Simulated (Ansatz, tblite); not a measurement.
# The cluster P7S2+: rung by rung

The task here is to estimate one member of a computed series from the others.

Computed with Ansatz 0.2.0, Gaussian basis. Level: as each input shows.

Plan: GFN1-xTB, GFN2-xTB, PBE-D4/def2-TZVP, r2SCAN-D4/def2-TZVP, BHLYP-D4/def2-TZVP, B3LYP-D4/def2-TZVP, HSE06-D4/def2-TZVP, PBE-D4/def2-SVP, PBE0-D4/def2-SVP, CCSD(T)/def2-SVP, MP2/def2-TZVP.

2 further runs of the same task are left out: 2 set aside as unsound or not needed. Runs told in other sessions of the task aren't counted.

## The structure

The geometry is that of the singlet, from an earlier relaxation (PBE-D4/def2-SVP). At that level it is the lowest of the isomers that a small search found.

9 atoms, charge 1, spin multiplicity 1.

Bond lengths: P1–P2 2.410 Å, P1–P3 2.258 Å, P1–S9 2.231 Å, P2–P4 2.245 Å, P2–P7 2.251 Å, P3–P7 2.238 Å, P3–S9 2.250 Å, P4–P5 2.257 Å, P4–S9 2.278 Å, P5–P6 2.255 Å, P5–S8 2.164 Å, P6–P7 2.253 Å, P6–S8 2.159 Å. Angles: P2–P1–P3 90.9°, P2–P1–S9 90.4°, P3–P1–S9 60.1°, P1–P2–P4 82.0°, P1–P2–P7 82.0°, P4–P2–P7 98.4°, P1–P3–P7 85.8°, P1–P3–S9 59.3°, P7–P3–S9 102.7°, P2–P4–P5 104.9°, P2–P4–S9 93.6°, P5–P4–S9 102.0°, P4–P5–P6 104.8°, P4–P5–S8 94.2°, P6–P5–S8 58.4°, P5–P6–P7 104.7°, P5–P6–S8 58.7°, P7–P6–S8 95.3° and more.

The ion is computed in the gas phase, without counter-ions or solvent.

PBE0-D4/def2-TZVP was run before; its log isn't repeated, and its numbers join the tables.

Set-up of the first run:

Tight binding, by tblite at 300 K electronic temperature and without a spin-polarisation term:

```python
tblite.interface.Calculator('GFN1-xTB', numbers, positions, charge=1, uhf=0).singlepoint()
```

Tight binding, by tblite at 300 K electronic temperature and without a spin-polarisation term:

```python
tblite.interface.Calculator('GFN2-xTB', numbers, positions, charge=1, uhf=0).singlepoint()
```

start.molden holds the orbitals of an earlier run on this state, given as this run's starting guess.

in.yaml

```yaml
crystal:
  periodic: [false, false, false]
  atoms:
    - {symbol: P, position_ang: [-0.020205, -0.453250, 2.585924]}
    - {symbol: P, position_ang: [0.821054, -1.463760, 0.565860]}
    - {symbol: P, position_ang: [0.229486, 1.608877, 1.700290]}
    - {symbol: P, position_ang: [-1.301894, -1.158229, -0.096125]}
    - {symbol: P, position_ang: [-1.147135, 0.027008, -2.010400]}
    - {symbol: P, position_ang: [0.782214, 1.179393, -1.820544]}
    - {symbol: P, position_ang: [1.581061, 0.625780, 0.212556]}
    - {symbol: S, position_ang: [0.751776, -0.841131, -2.580014]}
    - {symbol: S, position_ang: [-1.696367, 0.475302, 1.442443]}
basis:
  gaussian: {orbitals: def2-TZVP, initial_orbitals: start.molden}
total_charge: 1
hamiltonian: {xc: pbe, dispersion: d4}
scf: {omitted_lower_state_checks: [starts]}
output: {forces: true, orbitals: {seedname: orbitals}}
```

Launch:

```console
$ ansatz run in.yaml --threads 4 --pin off --events-out ev --progress --plain --max-ram 4787MiB
```

Among the steps run: PBE-D4/def2-TZVP; r2SCAN-D4/def2-TZVP; BHLYP-D4/def2-TZVP; B3LYP-D4/def2-TZVP; HSE06-D4/def2-TZVP; PBE-D4/def2-SVP; PBE0-D4/def2-SVP; CCSD(T)/def2-SVP; MP2/def2-TZVP.

One of the session's tables, all rows but one given; the rest of the session is left out.

```
              level  HOMO (eV)  LUMO (eV)  gap (eV)
    PBE-D4/def2-SVP     -10.45      -8.12      2.33
   PBE-D4/def2-TZVP     -10.22      -7.88      2.34
r2SCAN-D4/def2-TZVP     -10.42      -7.86      2.56
 B3LYP-D4/def2-TZVP     -10.90      -7.27      3.63
   PBE0-D4/def2-SVP     -11.45      -7.49      3.96
  PBE0-D4/def2-TZVP     -11.16      -7.19      3.97
 HSE06-D4/def2-TZVP          ?          ?         ?
 BHLYP-D4/def2-TZVP     -11.92      -6.23      5.70
```

Estimate the missing values for HSE06-D4/def2-TZVP.

As computed: HOMO (eV): -10.78; LUMO (eV): -7.55; gap (eV): 3.23. In the column «HOMO (eV)» it lies between B3LYP-D4/def2-TZVP (-10.90) and PBE-D4/def2-SVP (-10.45).
